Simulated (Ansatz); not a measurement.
# Trimethylaluminium (TMA) (C₃H₉Al): how energies converge with the basis set

How large a basis does trimethylaluminium (TMA) (C₃H₉Al) need? Two functionals are run in growing sets.

The runs use Ansatz 0.2.0, Gaussian basis; one geometry, several basis sets.

Plan: PBE0-D4/def2-SVP; ωB97M-V/def2-SVP; PBE0-D4/def2-QZVPP; ωB97M-V/def2-QZVPP; the functionals' def2-TZVPP values are taken from earlier runs.

## 1. The relaxed structure

All runs share one geometry, relaxed beforehand with PBE0-D4 in a triple-zeta def2 set.

SMILES `[CH3][Al]([CH3])[CH3]`, 13 atoms, charge 0, spin multiplicity 1.

Atoms are counted from 1 here; the program's logs count them from 0.

Bond lengths: C1–Al2 1.959 Å, C1–H5 1.094 Å, C1–H6 1.097 Å, C1–H7 1.094 Å, Al2–C3 1.959 Å, Al2–C4 1.959 Å, C3–H8 1.094 Å, C3–H9 1.094 Å, C3–H10 1.097 Å, C4–H11 1.094 Å, C4–H12 1.097 Å, C4–H13 1.094 Å. Angles: Al2–C1–H5 112.6°, Al2–C1–H6 109.9°, Al2–C1–H7 112.7°, H5–C1–H6 106.5°, H5–C1–H7 108.2°, H6–C1–H7 106.5°, C1–Al2–C3 119.9°, C1–Al2–C4 120.0°, C3–Al2–C4 120.0°, Al2–C3–H8 112.6°, Al2–C3–H9 112.8°, Al2–C3–H10 109.9°, H8–C3–H9 108.2°, H8–C3–H10 106.4°, H9–C3–H10 106.6°, Al2–C4–H11 112.7°, Al2–C4–H12 109.9°, Al2–C4–H13 112.7° and more.

## 2. PBE0-D4 in def2-SVP

in.yaml

```yaml
crystal:
  periodic: [false, false, false]
  atoms:
    - {symbol: C, position_ang: [-0.494490, 1.701559, -0.824675]}
    - {symbol: Al, position_ang: [0.041463, -0.007262, -0.031427]}
    - {symbol: C, position_ang: [1.223870, -0.029421, 1.529984]}
    - {symbol: C, position_ang: [-0.684627, -1.684944, -0.734716]}
    - {symbol: H, position_ang: [0.273404, 2.473490, -0.720219]}
    - {symbol: H, position_ang: [-1.390178, 2.083751, -0.319277]}
    - {symbol: H, position_ang: [-0.748790, 1.614263, -1.884805]}
    - {symbol: H, position_ang: [1.930268, 0.805750, 1.534370]}
    - {symbol: H, position_ang: [1.793685, -0.958912, 1.616277]}
    - {symbol: H, position_ang: [0.631301, 0.060371, 2.448976]}
    - {symbol: H, position_ang: [-0.920369, -1.628757, -1.801257]}
    - {symbol: H, position_ang: [-1.622237, -1.930915, -0.220739]}
    - {symbol: H, position_ang: [-0.012801, -2.533670, -0.577693]}
basis:
  gaussian: {orbitals: def2-SVP}
hamiltonian: {xc: pbe0, dispersion: d4}
output: {orbitals: {seedname: orbitals}}
```

Command:

```
$ ansatz run in.yaml --threads 4 --pin off --events-out ev --progress --plain --max-ram 10444MiB
```

The runs that follow: ωB97M-V in def2-SVP; PBE0-D4 in def2-QZVPP; ωB97M-V in def2-QZVPP.

Before running them: what should the planned runs give, taken together? Wanted: PBE0-D4: double and triple zeta above quadruple; ωB97M-V: double and triple zeta above quadruple.

The runs gave:

| quantity | value |
| --- | --- |
| PBE0-D4: double and triple zeta above quadruple | 6.38, 0.41 eV |
| ωB97M-V: double and triple zeta above quadruple | 6.63, 0.40 eV |

What this shows: PBE0-D4 gains 5.97 eV from double to triple zeta, then 0.41 eV more. Total energies overstate the basis error of differences, where much of it tends to cancel.
